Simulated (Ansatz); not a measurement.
**AlBH3Se− (SMILES [BH2][AlH][Se-]): one structure at several levels**

An exercise on one series of results from a longer session: the logs are not shown, and one member is left open.

Program: Ansatz 0.2.0, Gaussian basis. Level of theory: single points in def2-TZVPPD. These are calculated values, not measurements.

Correlated methods freeze the cores. Filled d shells of the heavier atoms are correlated.

## Where the work starts

6 atoms, charge -1, spin multiplicity 1.

Atoms are counted from 1 here; the program's logs count them from 0.

Bond lengths: B1–Al2 2.099 Å, B1–H4 1.189 Å, B1–H5 1.131 Å, Al2–Se3 2.244 Å, Al2–H6 1.573 Å. Angles: Al2–B1–H4 123.4°, Al2–B1–H5 128.4°, H4–B1–H5 108.1°, B1–Al2–Se3 128.1°, B1–Al2–H6 110.6°, Se3–Al2–H6 121.3°.

Coordinates:

```
B    -0.7004    0.3193   -0.8513
Al    0.5788   -0.1440    0.7472
Se    1.2454   -2.1708    1.4432
H    -1.2038   -0.5033   -1.5459
H    -0.9754    1.3386   -1.2580
H     1.1100    1.1704    1.4288
```

The first run:

Contents of run/in.yaml:

```yaml
crystal:
  periodic: [false, false, false]
  atoms:
    - {symbol: B, position_ang: [-0.700400, 0.319300, -0.851300]}
    - {symbol: Al, position_ang: [0.578800, -0.144000, 0.747200]}
    - {symbol: Se, position_ang: [1.245400, -2.170800, 1.443200]}
    - {symbol: H, position_ang: [-1.203800, -0.503300, -1.545900]}
    - {symbol: H, position_ang: [-0.975400, 1.338600, -1.258000]}
    - {symbol: H, position_ang: [1.110000, 1.170400, 1.428800]}
basis:
  gaussian: {orbitals: "def2-TZVPPD.json"}
total_charge: -1
correlation: {method: ccsd_t}
output: {forces: true}
```

The basis file named in the input lies beside it (Basis Set Exchange, JSON).

No record of the launch command was kept for these runs.

Steps of the session up to this table: CCSD(T)/def2-TZVPPD; PBE0-D4/def2-TZVPPD; wB97M-V/def2-TZVPPD; r2SCAN-D4/def2-TZVPPD; PBE-D4/def2-TZVPPD; wB97X-V/def2-TZVPPD; BLYP-D4/def2-TZVPPD.

One of the session's tables, all rows but one given; the rest of the session is left out.

| method | RMS force component (eV/Å) | angle to CCSD(T) forces (°) |
| --- | --- | --- |
| CCSD(T) | 0.684 | reference |
| PBE0-D4 | 0.696 | 4.4 |
| wB97M-V | 0.660 | 7.9 |
| r2SCAN-D4 | 0.683 | 6.6 |
| PBE-D4 | 0.729 | 14.6 |
| wB97X-V | ? | ? |
| BLYP-D4 | 0.680 | 16.7 |

**Question.** Estimate the row for wB97X-V.

As computed: RMS force component (eV/Å): 0.721; angle to CCSD(T) forces (°): 8.1. In the column «RMS force component (eV/Å)» it lies between PBE0-D4 (0.696) and PBE-D4 (0.729).
